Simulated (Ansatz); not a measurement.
**Cl2H5NSi2: how energies converge with the basis set**

Aim: see how fast density functionals converge with the basis set for Cl2H5NSi2.

Method: one geometry, several basis sets; program: Ansatz 0.2.0, Gaussian basis.

Plan: PBE0-D4/def2-SVP; ωB97M-V/def2-SVP; PBE0-D4/def2-QZVPP; ωB97M-V/def2-QZVPP; the functionals' def2-TZVPP values are taken from earlier runs.

## (1) The relaxed structure

All runs share one geometry, relaxed beforehand with PBE0-D4 in a triple-zeta def2 set.

10 atoms, charge 0, spin multiplicity 1.

Atoms are counted from 1 here; the program's logs count them from 0.

Bond lengths: Cl1–Si2 2.059 Å, Si2–N3 1.715 Å, Si2–H6 1.478 Å, Si2–H7 1.477 Å, N3–Si4 1.715 Å, N3–H8 1.011 Å, Si4–Cl5 2.059 Å, Si4–H9 1.479 Å, Si4–H10 1.477 Å. Angles: Cl1–Si2–N3 112.2°, Cl1–Si2–H6 106.0°, Cl1–Si2–H7 107.4°, N3–Si2–H6 110.3°, N3–Si2–H7 107.9°, H6–Si2–H7 113.0°, Si2–N3–Si4 127.4°, Si2–N3–H8 116.3°, Si4–N3–H8 116.3°, N3–Si4–Cl5 112.2°, N3–Si4–H9 110.3°, N3–Si4–H10 107.9°, Cl5–Si4–H9 106.0°, Cl5–Si4–H10 107.4°, H9–Si4–H10 113.0°.

## (2) PBE0-D4 in def2-SVP

The input, in.yaml:

```yaml
crystal:
  periodic: [false, false, false]
  atoms:
    - {symbol: Cl, position_ang: [-2.318700, -1.418130, 1.357156]}
    - {symbol: Si, position_ang: [-1.344973, 0.267495, 0.686118]}
    - {symbol: N, position_ang: [-0.248837, -0.080164, -0.585871]}
    - {symbol: Si, position_ang: [1.453779, -0.251187, -0.475813]}
    - {symbol: Cl, position_ang: [2.448073, 1.443580, -1.091562]}
    - {symbol: H, position_ang: [-2.402049, 1.188305, 0.216501]}
    - {symbol: H, position_ang: [-0.568013, 0.809768, 1.819630]}
    - {symbol: H, position_ang: [-0.652131, -0.197001, -1.505717]}
    - {symbol: H, position_ang: [1.918476, -1.340312, -1.361202]}
    - {symbol: H, position_ang: [1.797574, -0.473655, 0.943660]}
basis:
  gaussian: {orbitals: def2-SVP}
hamiltonian: {xc: pbe0, dispersion: d4}
output: {orbitals: {seedname: orbitals}}
```

Command:

```
$ ansatz run in.yaml --threads 4 --pin off --events-out ev --progress --plain --max-ram 10444MiB
```

After this run come: ωB97M-V in def2-SVP; PBE0-D4 in def2-QZVPP; ωB97M-V in def2-QZVPP.

Q: Predict the results of all the runs planned. Wanted: PBE0-D4: double and triple zeta above quadruple; ωB97M-V: double and triple zeta above quadruple.

The runs gave:

```
                                       quantity           value
PBE0-D4: double and triple zeta above quadruple  17.67, 1.38 eV
ωB97M-V: double and triple zeta above quadruple  17.58, 1.30 eV
```

PBE0-D4 gains 16.28 eV from double to triple zeta, then 1.38 eV more. These are total energies; as a rule much of such shifts cancels in differences, which this series doesn't test. The LUMO of ωB97M-V is positive and keeps falling with the basis (2.29 to 1.15 eV): an unbound level that the basis holds in place.
